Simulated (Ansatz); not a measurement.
# BaCrF6: the cost of one run

Method: DFT LDA+U (U = 4 eV, J = 0.5 eV on Cr d), plane waves, PAW, in Ansatz 0.2.0.

### Step 1. The structure to begin with

It takes space group R-3m (No. 166, trigonal). The conventional cell has a = 7.328 Å, b = 7.328 Å, c = 7.137 Å, α = 90.00°, β = 90.00°, γ = 120.00°. Around Ba (site symmetry -3m) lie 12 F at 2.70 to 3.00 Å. Cr (site symmetry -3m) has 6 F at 1.83 Å in its first shell of neighbours. F (site symmetry m) has 1 Cr at 1.83 Å and 1 Ba at 2.70 Å in its first shell of neighbours.

Structure file:

```xyz
8
Lattice="3.6640 2.1154 2.3790 -3.6640 2.1154 2.3790 0.0000 -4.2308 2.3790" Properties=species:S:1:pos:R:3 pbc="T T T"
Ba    0.0000    0.0000    3.5685
Cr    0.0000    0.0000    0.0000
F    -2.3340    1.3475    3.3710
F     0.0000   -2.6950    3.3710
F     2.3340    1.3475    3.3710
F     2.3340   -1.3475    3.7660
F    -2.3340   -1.3475    3.7660
F     0.0000    2.6950    3.7660
```

An earlier series on this cell reached its lowest free state from «ferromagnetic start, free, natural orbitals of the symmetric run filled by rank», perhaps among other starts.

### Step 2. Ferromagnetic start, free, default search

File input.yaml:

```yaml
crystal:
  lattice:
    - [3.66399882, 2.1154107, 2.37899982]
    - [-3.66399882, 2.1154107, 2.37899982]
    - [0.0, -4.2308214, 2.37899982]
  atoms:
    - { symbol: Ba, position: [0.5, 0.5, 0.5] }
    - { symbol: Cr, position: [0.0, 0.0, 0.0], spin: 2.0 }
    - { symbol: F, position: [0.26, 0.897, 0.26] }
    - { symbol: F, position: [0.26, 0.26, 0.897] }
    - { symbol: F, position: [0.897, 0.26, 0.26] }
    - { symbol: F, position: [0.74, 0.103, 0.74] }
    - { symbol: F, position: [0.103, 0.74, 0.74] }
    - { symbol: F, position: [0.74, 0.74, 0.103] }
basis:
  ecutwfc: 420
  ecutrho_ratio: 4
kpoints:
  mp_grid: { grid: [4, 4, 4] }
hamiltonian:
  xc: lda
  hubbard: { sites: [{ site: 1, l: d, u: 4.0, j: 0.5 }] }
scf:
  occupations: { method: gaussian, width: 0.05 }
output:
  forces: true
  stress: true
  eigenvalues: true
  populations: true
  hubbard: { sites: [{ site: 1, l: d }] }
magnetization:
  spin_polarized: true
```

Command:

```console
$ ansatz run input.yaml --threads 4 --pin off --max-ram 6144MiB --backend cpu --events-out ev --progress --plain --runs-dir out
```

Q: Estimate wall time and peak memory on 4 threads of Arm Neoverse V1, shared host.

About 59 s, with a peak of 1.1 GiB.
